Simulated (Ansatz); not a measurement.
# TaCu3H6: the cost of one run

Computed with Ansatz 0.2.0 (DFT PBE, scalar-relativistic, plane waves, PAW, unless a step's input says otherwise).

## Step 1: The starting structure

Symmetry: Fm-3m, No. 225, cubic system. Conventional cell: a = 7.675 Å, b = 7.675 Å, c = 7.675 Å, α = 90.00°, β = 90.00°, γ = 90.00°. Ta (site symmetry m-3m) is surrounded by 6 H at 1.66 Å. Cu (site symmetry -43m) has 12 H at 2.73 Å as nearest neighbours. Cu (site symmetry m-3m) has 6 H at 2.18 Å as nearest neighbours. Around H (site symmetry 4mm) lie 1 Ta at 1.66 Å and 1 Cu at 2.18 Å.

Structure file:

```
CELL_PARAMETERS angstrom
0.00000 3.83735 3.83735
3.83735 0.00000 3.83735
3.83735 3.83735 0.00000
ATOMIC_POSITIONS crystal
Ta 0.00000 0.00000 0.00000
Cu 0.75000 0.75000 0.75000
Cu 0.25000 0.25000 0.25000
Cu 0.50000 0.50000 0.50000
H 0.78350 0.21650 0.21650
H 0.21650 0.21650 0.78350
H 0.21650 0.78350 0.78350
H 0.21650 0.78350 0.21650
H 0.78350 0.21650 0.78350
H 0.78350 0.78350 0.21650
```

The cell is invented: species swapped into a database cell of Cs3ScCl6 (Fm-3m, No. 225), with Cu on the Cs sites, Ta on the Sc sites and H on the Cl sites. Its size is a rough estimate.

## Step 2: The guess as it stands, on a coarse mesh

input.yaml reads:

```yaml
crystal:
  lattice:
    - [0.0, 3.83735293, 3.83735293]
    - [3.83735293, 0.0, 3.83735293]
    - [3.83735293, 3.83735293, 0.0]
  atoms:
    - { symbol: Ta, position: [0.0, 0.0, 0.0] }
    - { symbol: Cu, position: [0.75, 0.75, 0.75] }
    - { symbol: Cu, position: [0.25, 0.25, 0.25] }
    - { symbol: Cu, position: [0.5, 0.5, 0.5] }
    - { symbol: H, position: [0.78350399, 0.21649601, 0.21649601] }
    - { symbol: H, position: [0.21649601, 0.21649601, 0.78350399] }
    - { symbol: H, position: [0.21649601, 0.78350399, 0.78350399] }
    - { symbol: H, position: [0.21649601, 0.78350399, 0.21649601] }
    - { symbol: H, position: [0.78350399, 0.21649601, 0.78350399] }
    - { symbol: H, position: [0.78350399, 0.78350399, 0.21649601] }
basis:
  ecutwfc: 420
kpoints:
  mp_grid: { grid: [4, 4, 4] }
hamiltonian:
  xc: pbe
scf:
  occupations: { method: gaussian, width: 0.1 }
  lower_state_search: "off"
output:
  forces: true
  stress: true
  eigenvalues: true
```

The run is started by

```sh
$ ansatz run input.yaml --threads 1 --pin off --max-ram 2048MiB --backend cpu --events-out ev --progress --plain --runs-dir out
```

**Question.** How long does this run take on 1 thread of Arm Neoverse V2, shared host, and how much memory does it need?

About 2.5 s, with a peak of 0.38 GiB.
